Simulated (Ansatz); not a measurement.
# C4H5B: basis-set convergence

An exercise on one series of results from a longer session: the logs are not shown, and one member is left open.

Method: one geometry, several basis sets; program: Ansatz 0.2.0, Gaussian basis.

Levels to be run: PBE0-D4/def2-SVP; ωB97M-V/def2-SVP; PBE0-D4/def2-QZVPP; ωB97M-V/def2-QZVPP; the functionals' def2-TZVPP values are taken from earlier runs.

### Structure used throughout

All runs share one geometry, relaxed beforehand with PBE0-D4 in a triple-zeta def2 set.

SMILES `BC=C=C=C`, 10 atoms, charge 0, spin multiplicity 1.

Atoms are counted from 1 here; the program's logs count them from 0.

Bond lengths: B1–C2 1.533 Å, B1–H6 1.195 Å, B1–H7 1.196 Å, C2–C3 1.326 Å, C2–H8 1.089 Å, C3–C4 1.262 Å, C4–C5 1.312 Å, C5–H9 1.086 Å, C5–H10 1.086 Å. Angles: C2–B1–H6 119.4°, C2–B1–H7 120.4°, H6–B1–H7 120.2°, B1–C2–C3 120.6°, B1–C2–H8 122.1°, C3–C2–H8 117.3°, C2–C3–C4 178.2°, C3–C4–C5 180.0°, C4–C5–H9 121.3°, C4–C5–H10 121.4°, H9–C5–H10 117.3°.

The first run:

Input file in.yaml:

```yaml
crystal:
  periodic: [false, false, false]
  atoms:
    - {symbol: B, position_ang: [-1.219529, -1.879526, 0.464718]}
    - {symbol: C, position_ang: [0.013973, -1.078836, 0.895958]}
    - {symbol: C, position_ang: [0.347410, 0.038726, 0.265392]}
    - {symbol: C, position_ang: [0.634320, 1.097269, -0.357962]}
    - {symbol: C, position_ang: [0.933593, 2.198304, -1.005811]}
    - {symbol: H, position_ang: [-1.883805, -1.488538, -0.448386]}
    - {symbol: H, position_ang: [-1.516236, -2.887645, 1.036432]}
    - {symbol: H, position_ang: [0.649503, -1.394984, 1.722308]}
    - {symbol: H, position_ang: [0.325661, 2.547572, -1.835108]}
    - {symbol: H, position_ang: [1.798312, 2.796561, -0.734541]}
basis:
  gaussian: {orbitals: def2-SVP}
hamiltonian: {xc: pbe0, dispersion: d4}
output: {orbitals: {seedname: orbitals}}
```

Started as:

```bash
$ ansatz run in.yaml --threads 2 --pin off --events-out ev --progress --plain --max-ram 4352MiB
```

Among the steps run: PBE0-D4 in def2-SVP; ωB97M-V in def2-SVP; PBE0-D4 in def2-QZVPP; ωB97M-V in def2-QZVPP.

One of the session's tables, all rows but one given; the rest of the session is left out.

It belongs to the step «Functionals by basis». 

```
functional       basis  HOMO (eV)  LUMO (eV)
   PBE0-D4    def2-SVP      -7.55      -2.79
   PBE0-D4  def2-TZVPP          ?          ?
   PBE0-D4  def2-QZVPP      -7.58      -2.86
   ωB97M-V    def2-SVP      -9.53      -0.77
   ωB97M-V  def2-TZVPP      -9.57      -0.89
   ωB97M-V  def2-QZVPP      -9.58      -0.91
```

Q: Estimate the row for PBE0-D4, def2-TZVPP from the others.

The run gave: HOMO (eV): -7.57; LUMO (eV): -2.85. In the column «HOMO (eV)» it lies between PBE0-D4, def2-QZVPP (-7.58) and PBE0-D4, def2-SVP (-7.55).
